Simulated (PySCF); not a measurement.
# C6H11OP: the cost of one run

Programs: PySCF 2.14.0, with routines of our own; each step states its level. All values are computed. Atoms count from 0.

### 1 The system as given

19 atoms, charge 0, multiplicity 1; geometry from: GFN2-xTB.

### 2 Optimising the geometry at PBE0-D3(BJ)/def2-SVP

What the job is given:

```
{"job": {"xc": "PBE0", "basis": "def2-SVP", "d3": "d3bj", "grid": 1, "kind": "geom"}, "charge": 0, "multiplicity": 1}
O     -0.382682    -2.544205     1.367867
P     -0.189967    -1.272422     0.666058
C     -1.449407    -0.682855    -0.534278
C     -1.132749     0.812297    -0.682283
C      0.105523     1.131405     0.173726
C      1.371147     0.546393    -0.477455
C      1.340853    -0.979017    -0.305960
C     -0.083046     0.369739     1.481441
H     -2.445300    -0.863444    -0.126159
H     -1.374709    -1.231605    -1.473890
H     -1.973858     1.413272    -0.331439
H     -0.950130     1.080310    -1.723434
H      0.208898     2.210548     0.308499
H      1.418768     0.827799    -1.530055
H      2.252785     0.963471     0.012990
H      2.197915    -1.357374     0.253745
H      1.304028    -1.514659    -1.255229
H      0.766722     0.455676     2.157422
H     -0.994593     0.643923     2.010973
```

Started as:

```
$ OMP_NUM_THREADS=1 python excited_run.py task.json out
```

This one command runs all jobs of the session in turn.

**Question.** How long does this first job take on 1 thread of AMD EPYC 7R43, shared host, and how much memory does it need?

About 44 s, with a peak of 0.76 GiB.
